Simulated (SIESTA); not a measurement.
Crystal: TiNb3Al2C2.

```
CELL_PARAMETERS angstrom
3.11811 0.00000 0.00000
-1.55905 2.70036 0.00000
0.00000 0.00000 13.86074
ATOMIC_POSITIONS crystal
Nb 0.00000 0.00000 0.08966
Nb 0.66667 0.33333 0.91051
Nb 0.66667 0.33333 0.58789
Ti 0.00000 0.00000 0.41481
Al 0.66667 0.33333 0.25156
Al 0.00000 0.00000 0.74975
C 0.33333 0.66667 0.00015
C 0.33333 0.66667 0.49566
```

The cell comes from a database or a generator and needn't be the stable form of this composition.

```yaml
Program: SIESTA 5.4.2
Task: single point
Functional: PBEsol
Potentials_or_basis: PseudoDojo 0.4 standard (PBEsol files)
Basis: DZP (energy shift 0.003 Ry; two zetas on semicore shells)
Grid_cutoff: 800 Ry
Energy_shift: 0.003 Ry
k_mesh: 10 × 10 × 2
Occupations: fermi-dirac, width 0.05 eV
Spin: no spin polarisation
```

On this cell: pressure -4.4 GPa; largest force 0.228 eV/Å; band gap on the k mesh none (metal or under the smearing width).

The same run follows on a disturbed copy (atoms moved at random, drawn with an rms of 0.05 Å):

```
CELL_PARAMETERS angstrom
3.11811 0.00000 0.00000
-1.55905 2.70036 0.00000
0.00000 0.00000 13.86074
ATOMIC_POSITIONS crystal
Nb 0.99617 0.99622 0.08638
Nb 0.67239 0.31969 0.91313
Nb 0.67438 0.34336 0.58773
Ti 0.99273 0.01130 0.41436
Al 0.64857 0.32877 0.25143
Al 0.01269 0.01458 0.74971
C 0.32699 0.65967 0.00164
C 0.31972 0.66956 0.49707
```

Problem. What does the disturbed cell give?

Solution. The energy (extrapolated to zero smearing) moves by +9.6 meV/atom; pressure -2.8 GPa; largest force 1.189 eV/Å; band gap on the k mesh none (metal or under the smearing width).

Forces on the atoms (eV/Å):
```
Nb  -0.032 -0.108  1.184
Nb  -0.497  0.266 -0.706
Nb  -0.458 -0.186  0.038
Ti  -0.026 -0.223  0.287
Al   0.063  0.050 -0.126
Al  -0.011 -0.109  0.114
C    0.428 -0.030 -0.402
C    0.532  0.339 -0.387
```

Stress tensor (GPa, compression positive):
```
-3.49  0.53 -0.02
 0.53 -3.89 -0.34
-0.02 -0.34 -1.04
```

Caveats: the basis of atomic orbitals isn't converged, which shifts pressures, moduli and gaps.
